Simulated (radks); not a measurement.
**Pr¹⁹⁺ in [Kr] 4d4: an all-electron calculation**

An exercise on one series of results from a longer session: the logs are not shown, and one member is left open.

The numbers are computed with radks (a radial shooting solver on a logarithmic mesh, Libxc functionals) version 1 (Dirac Kohn-Sham, PBEsol, spin-unpolarised, spherical densities, finite nucleus; open shells fill j = l - 1/2 first), except any that are marked as measured or tabulated.

## What is computed

```
element            : praseodymium (Z = 59)
charge             : +19
electrons          : 40
configuration      : [Kr] 4d4
nuclear rms radius : 4.8919 fm
```

The first run:

Input:

```text
Z 59
configuration [Kr] 4d4 5s0 5p0
relativity Dirac
functional pbe_sol,pbe_sol
spin unpolarised
j_filling energy
nucleus finite rms 4.8919 fm
c 137.035999084
```

One table of the session follows, with a row left open; its other results are not shown here.

It belongs to the step «Radial structure». From the orbitals of this run (lengths in bohr):

```
level      <r>  outermost maximum (interpolated)  90 % within  nodes
1s1/2  0.02410                            0.0154       0.0435      0
2s1/2   0.1026                            0.0874        0.159      1
2p1/2  0.08604                            0.0665        0.142      0
2p3/2        ?                                 ?            ?      ?
3s1/2   0.2709                             0.249        0.398      2
3p1/2   0.2604                             0.235        0.391      1
3p3/2   0.2725                             0.247        0.408      1
3d3/2   0.2432                             0.198        0.380      0
3d5/2   0.2470                             0.201        0.385      0
4s1/2   0.5890                             0.563        0.838      3
4p1/2   0.5968                             0.567        0.857      2
4p3/2   0.6177                             0.588        0.886      2
4d3/2   0.6310                             0.590        0.925      1
4d5/2   0.6372                             0.596        0.933      1
5s1/2    1.090                              1.09         1.51      4
5p1/2    1.123                              1.13         1.57      3
5p3/2    1.152                              1.16         1.61      3
```

Estimate the missing values for 2p3/2.

**Answer.** <r>: 0.09233; outermost maximum (interpolated): 0.0719; 90 % within: 0.150; nodes: 0. In the column «<r>» it lies between 2p1/2 (0.08604) and 2s1/2 (0.1026).

Limits of these values: Spin polarisation and multiplet splitting are left out.
